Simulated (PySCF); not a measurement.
# The bond of NaZn−, level by level

An exercise on one series of results from a longer session: the logs are not shown, and one member is left open.

Method: Na def2-SVPD, Zn def2-SVPD, no relativity; program: PySCF 2.14.0.

4 further runs of the same task are left out: 4 set aside as unsound or not needed.

Set-up of the first run:

The job is set up so:

- atoms: Na, Zn
- charge: -1
- basis: Na def2-SVPD, Zn def2-SVPD
- Hamiltonian: no relativity
- basis functions: 52
- electrons treated: 42
- masses in u: 22.9898, 63.9291
- levels: PBE0, PBE, r²SCAN, MN15, r²SCANh, TPSS, ωB97X, MP2, SCS-MP2, CCSD, CCSD(T)
- grid: 80 radial by 434 angular points
- occupations: held fixed by the projection of orbital angular momentum
- dissociation limit: Na− + Zn, each in its ground configuration
- starting distance in angstrom: 2.865
- values of 2S to try: 0, 2

On the command line:

```bash
> OMP_NUM_THREADS=1 python dia.py task.json out
```

Steps of the session up to this table: Set-up; PBE0 along the bond; PBE; r²SCAN; MN15; r²SCANh (hybrid meta-GGA); TPSS (meta-GGA); ωB97X (range-separated hybrid); Correlated methods on the Hartree–Fock reference.

One table of the session follows, with a row left open; its other results are not shown here.

It belongs to the step «The curves together». Energy (eV) from each level's lowest point:

```
R (Å)  RHF-MP2  RHF-SCS-MP2  RHF-CCSD  RHF-CCSD(T)    PBE
2.978    0.082        0.105       n/a          n/a  0.037
3.117    0.038        0.056     0.065        0.043  0.010
3.255    0.014        0.027     0.035        0.018  0.000
3.359    0.005        0.014     0.021        0.008  0.000
3.463    0.001        0.006     0.012        0.002  0.005
3.567    0.000        0.002     0.006        0.000  0.013
3.705    0.002        0.000     0.002        0.000  0.026
3.879        ?            ?         ?            ?      ?
4.086    0.016        0.004     0.000        0.006  0.069
4.363    0.028        0.010       n/a          n/a  0.099
```

Estimate the missing values for R (Å) = 3.879.

Worked estimate for «RHF-MP2». A straight line through the neighbours (3.705, 0.002) and (4.086, 0.016) gives 0.002 + (0.016 − 0.002) × (3.879 − 3.705) / (4.086 − 3.705) = 0.008; a parabola fitted to 4 rows on both sides gives 0.008.

The run gave: RHF-MP2: 0.008; RHF-SCS-MP2: 0.001; RHF-CCSD: 0.000; RHF-CCSD(T): 0.002; PBE: 0.045. In «RHF-MP2» the line misses by 0.000 and the parabola by 0.000.
